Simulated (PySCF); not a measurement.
# CH5GeO: the cost of one run

Programs: PySCF 2.14.0, with density-fitted response routines of our own. Each step states its level of theory. These are calculated values for one molecule in the gas phase, unless marked as measured. Atoms count from 0, in the outputs and in this text.

## Step 1: The molecule as given

8 atoms, charge -1, multiplicity 1; geometry from: GFN2-xTB.

Bonds of the start (Å): C0–O1 1.38, O1–Ge2 1.88, C0–H3 1.10, C0–H4 1.09, C0–H5 1.10, Ge2–H6 1.96, Ge2–H7 1.97.

## Step 2: Optimising the geometry at PBE0-D3(BJ)/def2-SVP

Job settings and geometry (Å):

```
{"job": {"xc": "PBE0", "basis": "def2-SVP", "d3": "d3bj", "grid": 1, "kind": "geom"}, "charge": -1, "multiplicity": 1}
C     -1.031100    -0.123110     0.143660
O     -0.048660    -1.055680     0.413180
Ge     1.768680    -0.608780     0.220100
H     -1.347180    -0.168000    -0.909370
H     -0.680760     0.894270     0.342850
H     -1.913210    -0.323570     0.776760
H      1.636200     0.272220    -1.529480
H      1.634140     1.131480     1.123950
```

Command:

```
OMP_NUM_THREADS=1 python probes_run.py task.json out
```

One launch serves the whole session: the jobs run in the order shown.

Q: Estimate the wall time and peak memory of this first job on 1 thread of Intel Xeon at 2.60GHz, shared host.

About 20 s, with a peak of 0.35 GiB.
